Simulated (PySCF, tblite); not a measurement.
**C5H7O2P: geometry, infrared bands and NMR shifts**

Wanted: the infrared bands and NMR shifts of C5H7O2P (`COc1cpc(C)o1`), by calculation.

Programs: tblite 0.8.0 and PySCF 2.14.0, with density-fitted response routines of our own. Each step states its level of theory. These are calculated values for one molecule in the gas phase, unless marked as measured. Atoms count from 0, in the outputs and in this text.

### 1 The molecule as given

15 atoms, charge 0, multiplicity 1; geometry from: force field or distance geometry start.

Bonds of the start (Å): C0–O1 1.41, O1–C2 1.44, C2–C3 1.38, C3–P4 1.81, P4–C5 1.93, C5–C6 1.49, C5–O7 1.26, O7–C2 1.25, C0–H8 1.12, C0–H9 1.13, C0–H10 1.11, C3–H11 1.07, C6–H12 1.07, C6–H13 1.12, C6–H14 1.13.

### 2 Relaxing the molecule with GFN2-xTB

Job settings and geometry (Å):

```
{"job": {"kind": "relax", "xc": "GFN2-xTB", "basis": "xTB"}, "charge": 0, "multiplicity": 1}
C     -2.351400    -1.080200    -0.332700
O     -2.113900     0.279200    -0.032900
C     -0.755700     0.735200     0.128000
C     -0.542400     2.063400     0.416100
P      1.260000     2.210500     0.526700
C      1.432300     0.336500     0.106000
C      2.632000    -0.531900    -0.049200
O      0.229700    -0.026400    -0.009300
H     -1.477000    -1.525900    -0.865600
H     -3.283900    -1.190000    -0.956900
H     -2.432000    -1.618800     0.633300
H     -1.285200     2.824200     0.573100
H      3.078000    -0.462500    -1.023900
H      3.338900    -0.413500     0.807100
H      2.266300    -1.591700     0.058400
```

Command:

```
$ OMP_NUM_THREADS=1 python probes_run.py task.json out
```

One launch serves the whole session: the jobs run in the order shown.

**Question.** This job is followed by: GFN2-xTB harmonic vibrations, gas phase; GIAO PBE0/pcSseg-1 NMR shielding, non-relativistic, gas phase. Predict these results of the whole session: strongest single infrared mode (GFN2-xTB); zero-point energy (GFN2-xTB); 13C shifts against TMS (PBE0/pcSseg-1); 1H shifts against TMS (PBE0/pcSseg-1, means over atoms taken as alike); 17O shifts against H2O (PBE0/pcSseg-1); 31P shifts against H3PO4 (PBE0/pcSseg-1); surface potential, 1st and 99th percentile.

As calculated:

| quantity | value |
| --- | --- |
| strongest single infrared mode (GFN2-xTB) | 1553 cm⁻¹, 374 km/mol |
| zero-point energy (GFN2-xTB) | 69.9 kcal/mol |
| 13C shifts against TMS (PBE0/pcSseg-1) | 192.9, 170.8, 98.1, 56.6, 21.8 ppm |
| 1H shifts against TMS (PBE0/pcSseg-1, means over atoms taken as alike) | 5.71, 4.06, 2.69 ppm |
| 17O shifts against H2O (PBE0/pcSseg-1) | 332.1, 103.1 ppm |
| 31P shifts against H3PO4 (PBE0/pcSseg-1) | 133.1 ppm |
| surface potential, 1st and 99th percentile | -0.95 V and 1.03 V |

**Reading.** Over 114 steps the energy fell by 1.464 eV; of the close pairs, P4–C5 changed most, 1.928 to 1.711 Å. All 39 modes are real, so the xTB geometry is a minimum. The strongest single mode, at 1553 cm⁻¹, moves mainly C2. GFN2-xTB is a fitted tight-binding method: band positions and strengths are rough. Its intensities can rank the bands wrongly. At PBE0/pcSseg-1: The largest span, 441 ppm, is at P4, where the paramagnetic term is -783 ppm. NICS(1)zz of -21 ppm above the planar ring from C2 marks a diatropic (aromatic) ring current. By nearest atom (PBE0/pcSseg-1), the HOMO sits on C5 29 %; P4 17 % and the LUMO on P4 40 %; C5 32 %.
